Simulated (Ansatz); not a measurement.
Crystal: RuW.

```xyz
2
Lattice="2.7668 0.0000 0.0000 -1.3834 2.3961 0.0000 0.0000 0.0000 4.4622" Properties=species:S:1:pos:R:3 pbc="T T T"
W     1.3834    0.7987    0.0000
Ru    0.0000    0.0000    2.2311
```

The cell comes from a database or a generator and needn't be the stable form of this composition.

* Program: Ansatz 0.2.0
* Task: relaxation of cell and atoms
* Functional: RPBE
* Potentials or basis: Ansatz PAW
* Cutoff: 420 eV (not typed: the program's choice for these potentials)
* k mesh: 11 × 11 × 6
* Occupations: fermi-dirac, width 0.05 eV
* Spin: no spin polarisation

At the start: volume 14.79 Å³/atom.

Question: Where does the relaxation end?

Answer: It ends after 6 steps and the volume is 15.19 Å³/atom (+2.7 %); space group P-6m2 (No. 187, to 0.05 Å).

Step by step:
| step | energy change (eV) | largest force (eV/Å) | volume (Å³) |
| --- | --- | --- | --- |
| 1 | 0.0000 | 0.0000 | 29.58 |
| 2 | -0.0214 | 0.0000 | 30.46 |
| 3 | -0.0216 | 0.0000 | 30.38 |
| 4 | -0.0220 | 0.0000 | 30.38 |
| 5 | -0.0220 | 0.0000 | 30.38 |
| 6 | -0.0220 | 0.0000 | 30.38 |

Final structure:
```
W Ru
1.0
     2.80097    0.00000    0.00000
    -1.40048    2.42571    0.00000
     0.00000    0.00000    4.47121
W Ru
1 1
Direct
  0.66667 0.33333 0.00000
  0.00000 0.00000 0.50000
```

Caveat: the plane-wave basis is chosen anew once the cell has moved, so the energies of steps on either side of that aren't comparable; the PAW data sets come from PBE, with cores solved anew for the run's functional, which leaves a small shift of forces and pressure.
